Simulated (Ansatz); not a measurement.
**RuTe (zincblende): equation of state and elastic constants**

An exercise on one series of results from a longer session: the logs are not shown, and one member is left open.

Program: Ansatz 0.2.0. Level of theory: DFT PBEsol, scalar-relativistic, plane waves, PAW. These are calculated values, not measurements.

## The structure to begin with

It takes space group F-43m (No. 216, cubic). Conventional cell: a = 5.814 Å, b = 5.814 Å, c = 5.814 Å, α = 90.00°, β = 90.00°, γ = 90.00°. Ru (site symmetry -43m) has 4 Te at 2.52 Å as nearest neighbours. Around Te (site symmetry -43m) lie 4 Ru at 2.52 Å.

As a file:

```cif
data_structure
_symmetry_space_group_name_H-M 'P 1'
_symmetry_Int_Tables_number 1
_cell_length_a 4.1112
_cell_length_b 4.1112
_cell_length_c 4.1112
_cell_angle_alpha 60.000
_cell_angle_beta 60.000
_cell_angle_gamma 60.000
_cell_volume 49.14
loop_
_atom_site_label
_atom_site_type_symbol
_atom_site_fract_x
_atom_site_fract_y
_atom_site_fract_z
_atom_site_occupancy
Ru1 Ru 0.00000 0.00000 0.00000 1
Te1 Te 0.25000 0.25000 0.25000 1
```

This cell comes from an earlier session at PBEsol: 24.568 Å³/atom at -0.03 GPa, on a 8×8×8 mesh.

Volume factors to run: 0.980, 1.020, 0.960, 1.040.

The first run:

Input file input.yaml:

```yaml
crystal:
  lattice:
    - [0.0, 2.8875755888, 2.8875755888]
    - [2.8875755888, 0.0, 2.8875755888]
    - [2.8875755888, 2.8875755888, 0.0]
  atoms:
    - { symbol: Ru, position: [0.0, 0.0, 0.0] }
    - { symbol: Te, position: [0.25, 0.25, 0.25] }
basis:
  ecutwfc: 420
  ecutrho_ratio: 4
kpoints:
  mp_grid: { grid: [8, 8, 8] }
hamiltonian:
  xc: pbesol
scf:
  occupations: { method: gaussian, width: 0.05 }
output:
  forces: true
  stress: true
  eigenvalues: true
```

The run is started by

```sh
ansatz run input.yaml --threads 4 --pin off --max-ram 4096MiB --backend cpu --events-out ev --progress --plain --runs-dir out
```

Among the steps run: At 0.980 of the relaxed volume; At 1.020 of the relaxed volume; Scaling the volume by 0.960; At 1.040 of the relaxed volume.

One table of the session follows, with a row left open; its other results are not shown here.

```
volume (Å³/atom)  energy (meV/atom)  pressure (GPa)
          23.586              14.38            4.92
          24.077               3.40            2.30
          24.568               0.00           -0.03
          25.060                  ?               ?
          25.551              12.61           -3.93
```

Estimate the missing values for volume (Å³/atom) = 25.060.

Worked estimate for «energy (meV/atom)». A straight line through the neighbours (24.568, 0.00) and (25.551, 12.61) gives 0.00 + (12.61 − 0.00) × (25.060 − 24.568) / (25.551 − 24.568) = 6.31; a parabola fitted to 3 rows on both sides gives 3.07.

As computed: energy (meV/atom): 3.32; pressure (GPa): -2.09. In «energy (meV/atom)» the line misses by +2.99 and the parabola by -0.25.

volume (Å³/atom), energy (meV/atom) and a bar:
```
    23.59       14.4 ##############################
    24.08        3.4 #######
    24.57        0.0 
    25.06        3.3 #######
    25.55       12.6 ##########################
```

Caveats from the session: Spin–orbit coupling is left out, though the cell holds Te; it can open a gap where p bands cross.
